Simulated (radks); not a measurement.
**Cu²⁺ with its nuclear charge varied continuously**

An exercise on one series of results from a longer session: the logs are not shown, and one member is left open.

Program: radks (a radial shooting solver on a logarithmic mesh, Libxc functionals) version 1. Level of theory: Dirac Kohn-Sham, PBEsol, spin-unpolarised, spherical densities, finite nucleus; open shells fill j = l - 1/2 first. These are calculated values, not measurements, unless marked.

**What is computed**

| Property | Result |
| --- | --- |
| element | copper (Z = 29) |
| charge | +2 |
| electrons | 27 |
| configuration | [Ar] 3d9 |
| nuclear rms radius | 3.8823 fm |

Set-up of the first run:

Input:

```text
Z 29
configuration [Ar] 3d9
relativity Dirac
functional pbe_sol,pbe_sol
spin unpolarised
j_filling energy
nucleus finite rms 3.8823 fm
c 137.035999084
```

Among the steps run: Z = 29.

One table of the session follows, with a row left open; its other results are not shown here.

It belongs to the step «Z = 29». From the orbitals of this run (lengths in bohr):

```
level     <r>  outermost maximum (interpolated)  90 % within  nodes
2s1/2  0.2352                             0.197        0.364      1
2p1/2  0.2042                             0.156        0.335      0
2p3/2  0.2076                             0.159        0.339      0
3s1/2  0.7106                             0.613         1.07      2
3p1/2  0.7385                             0.614         1.14      1
3p3/2  0.7490                             0.622         1.16      1
3d3/2       ?                                 ?            ?      ?
3d5/2  0.9239                             0.598         1.61      0
```

Q: Estimate the row for 3d3/2 from the others.

**Answer.** <r>: 0.9178; outermost maximum (interpolated): 0.595; 90 % within: 1.59; nodes: 0. In the column «<r>» it lies between 3p3/2 (0.7490) and 3d5/2 (0.9239).
